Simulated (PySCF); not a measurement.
# [Pr(NH3)]3+: other functionals and bases at one geometry

An exercise on one series of results from a longer session: the logs are not shown, and one member is left open.

The runs use PySCF 2.14.0; several levels, as the steps say, no spin–orbit coupling.

1 further run of the same task is left out (for a known fault of the program).

## The system as given

5 atoms, charge 3, spin multiplicity 1.

Bond lengths: Pr1–N2 2.429 Å, N2–H3 1.045 Å, N2–H4 1.045 Å, N2–H5 1.045 Å. Angles: Pr1–N2–H3 115.9°, Pr1–N2–H4 115.9°, Pr1–N2–H5 115.9°, H3–N2–H4 102.3°, H3–N2–H5 102.3°, H4–N2–H5 102.3°.

Coordinates:

```
Pr    0.0000    0.0000   -0.1902
N     0.0000    0.0000    2.2391
H     0.9403    0.0000    2.6960
H    -0.4702    0.8143    2.6960
H    -0.4701   -0.8144    2.6960
```

Formal oxidation states: Pr +3. Each metal's 2 4f electrons lie in its core potential, so multiplicities, spins and levels count the valence alone. An earlier session relaxed this geometry at PBE0, Pr lcecp-1-SVP with ECP48, N def2-SVP, H def2-SVP (singlet, point group C3v).

At PBE0 on the finer grid: E = -88.043756 Eh, HOMO -27.05 eV, LUMO -19.85 eV, Mulliken charge on Pr1 +2.51 e, largest force component 0.004 eV/Å. 

Levels to run: PBE; TPSS; PBE0, TZVP. Hardware: 2 threads of Arm Neoverse V1, shared host.

The first run:

The input, run.py (the lines that set the calculation):

```python
mol = gto.M(atom='''
Pr     0.00000     0.00000    -0.19015
N      0.00000     0.00000     2.23912
H      0.94033     0.00004     2.69604
H     -0.47020     0.81433     2.69604
H     -0.47013    -0.81437     2.69604''',
    basis={'Pr': 'lcecp-1-SVP', 'N': 'def2-SVP', 'H': 'def2-SVP'},
    ecp={'Pr': 'lcecp-1-SVP'},
    charge=3, spin=0)
mf = dft.RKS(mol, xc='PBE')
mf.grids.atom_grid = (75, 302)  # f atoms: unpruned, at least (60, 302)
mf = mf.density_fit()  # fitting sets: Pr AutoAux, N def2-universal-JKFIT, H def2-universal-JKFIT
mf.conv_tol = 1e-08; mf.max_cycle = 55
mf.kernel(dm0)  # dm0: the density of the relaxed state
```

On the command line:

```sh
$ OMP_NUM_THREADS=2 python run.py
```

Steps of the session up to this table: PBE; TPSS; PBE0, TZVP.

One of the session's tables, all rows but one given; the rest of the session is left out.

```
              level  HOMO (eV)  gap (eV)  charge on Pr1 (e)  dipole (D)  largest force component (eV/Å)
PBE0 (relaxed here)     -27.05      7.20               2.51        3.24                            0.00
                PBE          ?         ?                  ?           ?                               ?
               TPSS     -25.71      5.08               2.49        3.42                            0.27
         PBE0, TZVP     -26.97      7.18               2.59        3.33                            0.31
```

**Question.** Estimate the row for PBE.

**Answer.** HOMO (eV): -25.69; gap (eV): 4.82; charge on Pr1 (e): 2.46; dipole (D): 3.59; largest force component (eV/Å): 0.37. In the column «HOMO (eV)» it is the highest.

The dipole of a charged species depends on the origin, so these sizes hold for this origin alone.

In one basis the HOMO–LUMO gap runs from 4.82 eV (PBE) to 7.20 eV (PBE0). The largest leftover force, 0.37 eV/Å with PBE, stands at a geometry relaxed at another level. With 4f in the core, its levels are missing from HOMO and gap, and its count is fixed, so no charge can pass from the ligands into it. Total energies of different levels can't be compared.
